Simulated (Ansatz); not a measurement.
# C₃H₇Sb: small, medium and large basis sets

The task here is to estimate one member of a computed series from the others.

Method: one geometry, several basis sets; program: Ansatz 0.2.0, Gaussian basis.

Levels to be run: PBE0-D4/def2-SVP; ωB97M-V/def2-SVP; PBE0-D4/def2-QZVPP; ωB97M-V/def2-QZVPP; the functionals' def2-TZVPP values are taken from earlier runs.

**The relaxed structure**

An earlier PBE0-D4 in a triple-zeta def2 set relaxation fixed the geometry. Sb takes the def2 core potential; no spin-orbit term is included.

11 atoms, charge 0, spin multiplicity 1.

Atoms are counted from 1 here; the program's logs count them from 0.

Bond lengths: C1–C2 1.502 Å, C1–H5 1.091 Å, C1–H6 1.097 Å, C1–H7 1.094 Å, C2–C3 1.460 Å, C2–Sb4 2.216 Å, C2–H8 1.085 Å, C3–Sb4 2.204 Å, C3–H9 1.085 Å, C3–H10 1.083 Å, Sb4–H11 1.713 Å. Angles: C2–C1–H5 111.7°, C2–C1–H6 110.4°, C2–C1–H7 111.5°, H5–C1–H6 108.1°, H5–C1–H7 107.8°, H6–C1–H7 107.2°, C1–C2–C3 119.7°, C1–C2–Sb4 116.8°, C1–C2–H8 115.5°, C3–C2–Sb4 70.3°, C3–C2–H8 116.0°, Sb4–C2–H8 110.2°, C2–C3–Sb4 71.1°, C2–C3–H9 117.8°, C2–C3–H10 119.6°, Sb4–C3–H9 112.4°, Sb4–C3–H10 113.2°, H9–C3–H10 114.7° and more.

Set-up of the first run:

File in.yaml:

```yaml
crystal:
  periodic: [false, false, false]
  atoms:
    - {symbol: C, position_ang: [-0.686310, 1.210841, -0.498281]}
    - {symbol: C, position_ang: [-0.373399, -0.129502, 0.101928]}
    - {symbol: C, position_ang: [0.896972, -0.334829, 0.792602]}
    - {symbol: Sb, position_ang: [0.915348, -1.482366, -1.089401]}
    - {symbol: H, position_ang: [-1.489655, 1.146852, -1.233595]}
    - {symbol: H, position_ang: [-0.995486, 1.916016, 0.282989]}
    - {symbol: H, position_ang: [0.187886, 1.640981, -0.995029]}
    - {symbol: H, position_ang: [-1.224105, -0.674098, 0.498762]}
    - {symbol: H, position_ang: [1.614054, 0.479379, 0.787179]}
    - {symbol: H, position_ang: [0.930451, -0.961805, 1.674551]}
    - {symbol: H, position_ang: [0.289642, -2.868372, -0.301004]}
basis:
  gaussian: {orbitals: def2-SVP}
hamiltonian: {xc: pbe0, dispersion: d4}
output: {orbitals: {seedname: orbitals}}
```

Started as:

```console
ansatz run in.yaml --threads 4 --pin off --events-out ev --progress --plain --max-ram 10444MiB
```

Among the steps run: PBE0-D4 in def2-SVP; ωB97M-V in def2-SVP; PBE0-D4 in def2-QZVPP; ωB97M-V in def2-QZVPP.

One of the session's tables, all rows but one given; the rest of the session is left out.

It belongs to the step «Functionals by basis». 

```
functional       basis  HOMO (eV)  LUMO (eV)
   PBE0-D4    def2-SVP      -6.03      -0.20
   PBE0-D4  def2-TZVPP          ?          ?
   PBE0-D4  def2-QZVPP      -6.07      -0.51
   ωB97M-V    def2-SVP      -7.99       1.68
   ωB97M-V  def2-TZVPP      -8.04       1.26
   ωB97M-V  def2-QZVPP      -8.04       1.08
```

Q: Estimate the row for PBE0-D4, def2-TZVPP from the others.

**Answer.** HOMO (eV): -6.06; LUMO (eV): -0.45. In the column «HOMO (eV)» it lies between PBE0-D4, def2-QZVPP (-6.07) and PBE0-D4, def2-SVP (-6.03).
